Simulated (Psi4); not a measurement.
# InH2F (SMILES [F][InH2]) at 4 levels

We compute a comparison of 4 runs (HF/3-21G, PBE0/3-21G, PBE0/def2-SVP, TPSSh/def2-TZVP) of InH2F. 

The calculation is run with Psi4 1.11.

5 further runs of the same task are left out: 5 set aside as unsound or not needed.

## 1. The molecule

InH2F has 4 atoms, charge 0, and is taken as a singlet. SMILES: `[F][InH2]`. Geometry: relaxed at PBE0-D4/def2-TZVP.

Bond lengths: F1–In2 1.961 Å, In2–H3 1.702 Å, In2–H4 1.702 Å. Angles: F1–In2–H3 110.4°, F1–In2–H4 110.4°, H3–In2–H4 139.2°.

## 2. Energy and gradient at HF/3-21G (run 1)

File calc.in:

```
memory 1600 mb

molecule geom {
  0 1
  F     -1.631800    -0.629400     0.188600
  In     0.194400     0.052300    -0.026300
  H      1.304300    -0.965100     0.767900
  H      0.188600     1.481900    -0.950400
  symmetry c1
}

set globals {
  basis 3-21G
  puream true
  e_convergence 1e-09
  d_convergence 1e-08
  scf_type pk
}

energy_value, wavefunction = gradient('hf', return_wfn=True)
oeprop(wavefunction, 'MAYER_INDICES', 'MULLIKEN_CHARGES', 'DIPOLE', title='HF')
```

Run with:

```
$ psi4 -n 1 calc.in calc.out
```

calc.out:

```text
[...]
  Running in c1 symmetry.
[...]
  Nuclear repulsion =  152.791766718926624
[...]
  Multiplicity = 1
[...]
  Nalpha       = 30
  Nbeta        = 30
[...]
    Number of basis functions: 44
[...]
   @RHF iter   1: -5814.57867322305447   -3.75555e+00   1.25458e-02 ADIIS/DIIS
[...]
   @RHF iter  10: -5814.79604522816408   -5.45697e-12   3.19741e-09 DIIS
[...]
  @RHF Final Energy: -5814.79604522816408
   => Energetics <=
    Nuclear Repulsion Energy =            152.7917667189266240
    One-Electron Energy =               -8338.7760969716982800
    Two-Electron Energy =                2371.1882850246074668
    Total Energy =                      -5814.7960452281640755
[...]
  -Total Gradient:
     Atom            X                  Y                   Z
    ------   -----------------  -----------------  -----------------
       1       -0.017449093547    -0.006512437628     0.002053156022
       2        0.033057460517     0.012337511326    -0.003889938607
       3       -0.011814266335     0.005883334639    -0.005258084908
       4       -0.003794100560    -0.011708408316     0.007094867462
[...]
 Multipole Moments:
 ------------------------------------------------------------------------------------
     Multipole            Electronic (a.u.)      Nuclear  (a.u.)        Total (a.u.)
 ------------------------------------------------------------------------------------
 L = 1.  Multiply by 2.5417464519 to convert [e a0] to [Debye]
 Dipole X            :          2.1012929           -0.9582846            1.1430083
 Dipole Y            :          0.7842890           -0.3576625            0.4266265
 Dipole Z            :         -0.2473145            0.1127945           -0.1345199
 Magnitude           :                                                    1.2274256
[...]
```

It took 3.9 s on 1 thread of Intel Xeon Platinum 8259CL at 2.50GHz (Skylake/Cascade Lake), shared host; peak memory 0.19 GiB.

## 3. Energy and forces at PBE0/3-21G (run 2)

File run.py:

```python
import numpy as np
from ase.calculators.psi4 import Psi4
from ase import Atoms

mol = Atoms(['F', 'In', 'H', 'H'], positions=[
    [-1.631800, -0.629400, 0.188600],
    [0.194400, 0.052300, -0.026300],
    [1.304300, -0.965100, 0.767900],
    [0.188600, 1.481900, -0.950400],
])
calc = Psi4(atoms=mol, method='pbe0', basis='3-21G', memory='1600MB', num_threads=1, charge=0, multiplicity=1, label='psi4-calc')
calc.psi4.set_options({'puream': True, 'e_convergence': 1e-09, 'd_convergence': 1e-08, 'scf_type': 'pk', 'dft_radial_points': 99, 'dft_spherical_points': 590})
mol.calc = calc

forces = mol.get_forces()
print(f'energy: {mol.get_potential_energy():.6f} eV')
print('forces / eV A^-1')
print(np.round(forces, 5))
```

Run with:

```
$ python run.py
```

psi4-calc.dat:

```text
[...]
  Running in c1 symmetry.
[...]
  Nuclear repulsion =  152.791766718926624
[...]
  Multiplicity = 1
[...]
  Nalpha       = 30
  Nbeta        = 30
[...]
    Number of basis functions: 44
[...]
   @RKS iter   1: -5816.99310539257567   -2.96456e+00   1.25490e-02 ADIIS/DIIS
[...]
   @RKS iter   9: -5817.23413683418494   -8.18545e-12   2.90237e-09 DIIS
[...]
  @RKS Final Energy: -5817.23413683418494
   => Energetics <=
    Nuclear Repulsion Energy =            152.7917667189266240
    One-Electron Energy =               -8340.0728005135260901
    Two-Electron Energy =                2495.9006658096186584
    DFT Exchange-Correlation Energy =    -125.8537688492043713
    Empirical Dispersion Energy =           0.0000000000000000
    VV10 Nonlocal Energy =                  0.0000000000000000
    Total Energy =                      -5817.2341368341849375
[...]
  -Total Gradient:
     Atom            X                  Y                   Z
    ------   -----------------  -----------------  -----------------
       1       -0.011328891270    -0.004227970621     0.001332958912
       2        0.023992951150     0.008954075474    -0.002823225533
       3       -0.009976878083     0.005654038704    -0.004883225227
       4       -0.002669749641    -0.010373635063     0.006371438733
[...]
```

Standard output:

```text
energy: -158295.003692 eV
forces / eV A^-1
[[ 0.58256  0.21741 -0.06854]
 [-1.23377 -0.46044  0.14518]
 [ 0.51303 -0.29074  0.25111]
 [ 0.13728  0.53343 -0.32763]]
```

Wall time 11 s (1 thread of Intel Xeon Platinum 8259CL at 2.50GHz (Skylake/Cascade Lake), shared host); peak memory 0.41 GiB.

Run 3 isn't shown in full; the table further down has it.

## 4. The energy at TPSSh/def2-TZVP (core potential) (run 4)

File run_ase.py:

```python
import numpy as np
from ase.calculators.psi4 import Psi4
from ase import Atoms

mol = Atoms(['F', 'In', 'H', 'H'], positions=[
    [-1.631800, -0.629400, 0.188600],
    [0.194400, 0.052300, -0.026300],
    [1.304300, -0.965100, 0.767900],
    [0.188600, 1.481900, -0.950400],
])
calc = Psi4(atoms=mol, method='tpssh', basis='def2-TZVP', memory='1600MB', num_threads=1, charge=0, multiplicity=1, label='psi4-calc')
calc.psi4.set_options({'puream': True, 'e_convergence': 1e-09, 'd_convergence': 1e-08, 'scf_type': 'pk', 'dft_radial_points': 99, 'dft_spherical_points': 590})
mol.calc = calc

print(f'energy: {mol.get_potential_energy():.6f} eV')
```

Run with:

```
$ python run_ase.py
```

psi4-calc.dat:

```text
[...]
    !!!  WARNING: ECP capability is in beta. Please check occupations closely.  !!!
[...]
  Running in c1 symmetry.
[...]
  Nuclear repulsion =   67.384355870191271
[...]
  Multiplicity = 1
[...]
  Nalpha       = 16
  Nbeta        = 16
[...]
    Number of basis functions: 93
[...]
   @RKS iter   1:  -290.97545927307323   -9.53253e-01   7.69782e-03 DIIS/ADIIS
[...]
   @RKS iter  11:  -291.16022281443139   -6.82121e-12   8.60544e-09 DIIS
[...]
  @RKS Final Energy:  -291.16022281443139
   => Energetics <=
    Nuclear Repulsion Energy =             67.3843558701912713
    One-Electron Energy =                -610.4042538185558442
    Two-Electron Energy =                 277.0726157990450815
    DFT Exchange-Correlation Energy =     -25.2129406651118870
    Empirical Dispersion Energy =           0.0000000000000000
    VV10 Nonlocal Energy =                  0.0000000000000000
    Total Energy =                       -291.1602228144313926
[...]
 Multipole Moments:
 ------------------------------------------------------------------------------------
     Multipole            Electronic (a.u.)      Nuclear  (a.u.)        Total (a.u.)
 ------------------------------------------------------------------------------------
 L = 1.  Multiply by 2.5417464519 to convert [e a0] to [Debye]
 Dipole X            :         15.1092416          -14.0316850            1.0775566
 Dipole Y            :          5.6400050           -5.2377961            0.4022089
 Dipole Z            :         -1.7780405            1.6512309           -0.1268096
 Magnitude           :                                                    1.1571434
[...]
```

Standard output:

```text
energy: -7922.873218 eV
```

It took 42 s on 1 thread of Intel Xeon Platinum 8259CL at 2.50GHz (Skylake/Cascade Lake), shared host; peak memory 0.8 GiB.

## 5. Overview of the runs

```csv
run,level,integration grid,core potential,energy (Eh),dipole moment (D),HOMO energy (eV),LUMO energy (eV),wall time
1,HF/3-21G,–,none,-5814.796045,3.12,-11.57,0.86,3.9 s
2,PBE0/3-21G,99 radial × 590 angular,none,-5817.234137,2.36,-8.02,-1.49,11 s
3,PBE0/def2-SVP (core potential),99 radial × 590 angular,def2,-290.990462,2.97,-8.55,-1.72,14 s
4,TPSSh/def2-TZVP (core potential),99 radial × 590 angular,def2,-291.160223,2.94,-8.04,-2.08,42 s
```

## 6. Summary of results

| quantity | value |
| --- | --- |
| run 4: total energy | -291.16022 Eh |
| run 4: dipole moment | 2.94 D |
| run 4: HOMO energy | -8.04 eV |
| run 4: LUMO energy | -2.08 eV |
| run 4: HOMO–LUMO gap | 5.95 eV |

What this shows: The dipole moment (its size) runs from 2.36 D (PBE0/3-21G) to 3.12 D (HF/3-21G). The HOMO–LUMO gap runs from 5.95 eV (TPSSh/def2-TZVP) to 12.43 eV (HF/3-21G). The two ends differ in method and basis and core potential. Totals of different functionals can't be ranked against each other. Some runs of one species differ in core potentials or relativity; totals across that change don't compare. In runs 1, 2 relativity is left out where basis or elements ask for it. All runs together took 70 s, the longest 42 s.
